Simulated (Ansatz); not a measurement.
Runs of Ansatz 0.2.0 on Cr2O3 (Eskolaite). The structure is trigonal, space group R-3c (No. 167). The conventional cell has a = 4.957 Å, b = 4.957 Å, c = 13.592 Å, α = 90.00°, β = 90.00°, γ = 120.00°. Around Cr (site symmetry 3) lie 6 O at 1.96 to 2.01 Å. O (site symmetry 2) has 4 Cr at 1.96 to 2.01 Å as nearest neighbours. 

| U | gap on the mesh (eV) | pressure (GPa) | moment (μB) | relaxed volume (Å³/atom) |
| --- | --- | --- | --- | --- |
| Cr d U = 8 eV | 2.79 | 0.0 | 12.00 | 10.06 |
| Cr d U = 5 eV | (a) | 0.0 | 12.00 | 9.87 |
| Cr d U = 6 eV | (b) | 0.0 | 12.00 | (c) |
| Cr d U = 4 eV | 2.46 | 0.0 | 12.00 | 9.81 |

Alike in all rows: task relaxation of cell and atoms; level PBEsol+U; potentials or basis Ansatz PAW; spin collinear, ferromagnetic start; cell relaxed; k mesh 7 × 7 × 7; cutoff (eV) 420; smearing fermi-dirac 0.05 eV.

**Question.** Fill in the values left out.

**Answer.** (a) 2.65; (b) 2.75; (c) 9.93.

Caveats: the magnetic or orbital state may not be the lowest; odd divisions of the mesh miss points on the zone boundary, where band edges often lie, so the gap on the mesh can be too wide; the plane-wave basis is chosen anew once the cell has moved, so the energies of steps on either side of that aren't comparable; only a ferromagnetic start was run, and an antiferromagnetic order may lie lower in energy; the PAW data sets come from PBE, with cores solved anew for the run's functional, which leaves a small shift of forces and pressure.

A k mesh can miss the band edges.

Not every run made on this cell is shown here.
